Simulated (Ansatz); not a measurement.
# C14H31ClSi: structure and electronic state

What does C14H31ClSi look like as a singlet, and where do its frontier electrons sit?

Method: RKS PBE0-D4/def2-TZVP; program: Ansatz 0.2.0, Gaussian basis.

The runs, in order: relaxation at PBE-D4/def2-SVP; a single point at PBE0-D4/def2-TZVP.

## (1) The starting structure

SMILES `CCCCCCCCCCCC[Si](C)(C)Cl`, 47 atoms, charge 0, spin multiplicity 1.

Atoms are counted from 1 here; the program's logs count them from 0.

Bond lengths: C1–C2 1.524 Å, C1–H17 1.088 Å, C1–H18 1.088 Å, C1–H19 1.088 Å, C2–C3 1.527 Å, C2–H20 1.093 Å, C2–H21 1.093 Å, C3–C4 1.527 Å, C3–H22 1.091 Å, C3–H23 1.093 Å, C4–C5 1.529 Å, C4–H24 1.091 Å, C4–H25 1.094 Å, C5–C6 1.530 Å, C5–H26 1.093 Å, C5–H27 1.092 Å, C6–C7 1.530 Å, C6–H28 1.092 Å and more. Angles: C2–C1–H17 110.6°, C2–C1–H18 110.6°, C2–C1–H19 110.5°, H17–C1–H18 108.4°, H17–C1–H19 108.4°, H18–C1–H19 108.2°, C1–C2–C3 112.0°, C1–C2–H20 109.3°, C1–C2–H21 109.3°, C3–C2–H20 109.2°, C3–C2–H21 109.4°, H20–C2–H21 107.6°, C2–C3–C4 111.6°, C2–C3–H22 108.8°, C2–C3–H23 109.4°, C4–C3–H22 109.8°, C4–C3–H23 109.4°, H22–C3–H23 107.8° and more.

The start is a GFN2-xTB geometry.

## (2) Optimising with PBE-D4/def2-SVP

File in.yaml:

```yaml
crystal:
  periodic: [false, false, false]
  atoms:
    - {symbol: C, position_ang: [7.296360, 0.890220, 0.361200]}
    - {symbol: C, position_ang: [6.171170, -0.134070, 0.283350]}
    - {symbol: C, position_ang: [4.921150, 0.440340, -0.379830]}
    - {symbol: C, position_ang: [3.791220, -0.584920, -0.430590]}
    - {symbol: C, position_ang: [2.555530, -0.103520, -1.191890]}
    - {symbol: C, position_ang: [1.875970, 1.136490, -0.606990]}
    - {symbol: C, position_ang: [1.439090, 1.011160, 0.854410]}
    - {symbol: C, position_ang: [0.497590, -0.157470, 1.148870]}
    - {symbol: C, position_ang: [-0.821610, -0.083120, 0.383530]}
    - {symbol: C, position_ang: [-1.777960, -1.194340, 0.811860]}
    - {symbol: C, position_ang: [-3.067470, -1.246550, -0.009090]}
    - {symbol: C, position_ang: [-3.949450, -0.014540, 0.194040]}
    - {symbol: Si, position_ang: [-5.628540, -0.098680, -0.714360]}
    - {symbol: C, position_ang: [-6.615380, 1.497580, -0.385530]}
    - {symbol: C, position_ang: [-6.635240, -1.629610, -0.190720]}
    - {symbol: Cl, position_ang: [-5.264070, -0.235060, -2.720580]}
    - {symbol: H, position_ang: [8.174190, 0.459970, 0.838160]}
    - {symbol: H, position_ang: [6.983130, 1.758860, 0.936880]}
    - {symbol: H, position_ang: [7.575740, 1.224910, -0.635470]}
    - {symbol: H, position_ang: [5.919970, -0.471960, 1.291920]}
    - {symbol: H, position_ang: [6.513320, -1.005530, -0.280620]}
    - {symbol: H, position_ang: [4.597790, 1.319200, 0.180690]}
    - {symbol: H, position_ang: [5.165230, 0.763140, -1.394920]}
    - {symbol: H, position_ang: [3.512770, -0.860110, 0.588060]}
    - {symbol: H, position_ang: [4.162180, -1.490000, -0.920190]}
    - {symbol: H, position_ang: [2.844520, 0.122610, -2.221700]}
    - {symbol: H, position_ang: [1.835020, -0.922500, -1.233480]}
    - {symbol: H, position_ang: [2.556470, 1.986750, -0.687240]}
    - {symbol: H, position_ang: [1.003810, 1.367950, -1.222330]}
    - {symbol: H, position_ang: [0.943080, 1.943660, 1.137790]}
    - {symbol: H, position_ang: [2.322840, 0.914610, 1.488290]}
    - {symbol: H, position_ang: [0.279200, -0.156630, 2.220210]}
    - {symbol: H, position_ang: [0.995880, -1.101570, 0.922270]}
    - {symbol: H, position_ang: [-0.634190, -0.171480, -0.687630]}
    - {symbol: H, position_ang: [-1.277730, 0.891460, 0.565850]}
    - {symbol: H, position_ang: [-2.031120, -1.065000, 1.867050]}
    - {symbol: H, position_ang: [-1.262280, -2.153000, 0.714470]}
    - {symbol: H, position_ang: [-3.626590, -2.139200, 0.281160]}
    - {symbol: H, position_ang: [-2.819910, -1.345380, -1.067760]}
    - {symbol: H, position_ang: [-3.407430, 0.869050, -0.146170]}
    - {symbol: H, position_ang: [-4.117500, 0.119700, 1.264130]}
    - {symbol: H, position_ang: [-7.560780, 1.494870, -0.919670]}
    - {symbol: H, position_ang: [-6.836260, 1.613810, 0.670790]}
    - {symbol: H, position_ang: [-6.063160, 2.376690, -0.704760]}
    - {symbol: H, position_ang: [-7.600860, -1.651570, -0.687820]}
    - {symbol: H, position_ang: [-6.118830, -2.550790, -0.445380]}
    - {symbol: H, position_ang: [-6.816850, -1.636420, 0.879730]}
basis:
  gaussian: {orbitals: def2-SVP}
hamiltonian: {xc: pbe, dispersion: d4}
scf: {lower_state_search: "off"}
output: {orbitals: {seedname: orbitals}}
relax: {f_tol: 0.03, max_steps: 70}
```

Command:

```console
$ ansatz run in.yaml --threads 2 --pin off --events-out ev --progress --plain --max-ram 32768MiB --backend cuda --devices 0, --max-vram 18GiB
```

Further steps of the session: Single point, PBE0-D4/def2-TZVP.

Before running them: what should the planned runs give, taken together? Wanted: point group; commonest bond, hydrogen aside; HOMO, LUMO at PBE0-D4/def2-TZVP; dipole at PBE-D4/def2-SVP.

**Answer**, as computed:

| quantity | value |
| --- | --- |
| point group | C1 |
| commonest bond, hydrogen aside | C–C, 11 of mean length 1.535 Å |
| HOMO, LUMO at PBE0-D4/def2-TZVP | -7.96, 0.82 eV |
| dipole at PBE-D4/def2-SVP | 2.04 D |

What this shows: The molecule keeps its bonding pattern by the stored test; the atoms moved 0.05 Å (rms). No usable vibrations, so a minimum isn't proven. The point group is read from a loosely relaxed geometry; soft torsions can leave it below the true symmetry.
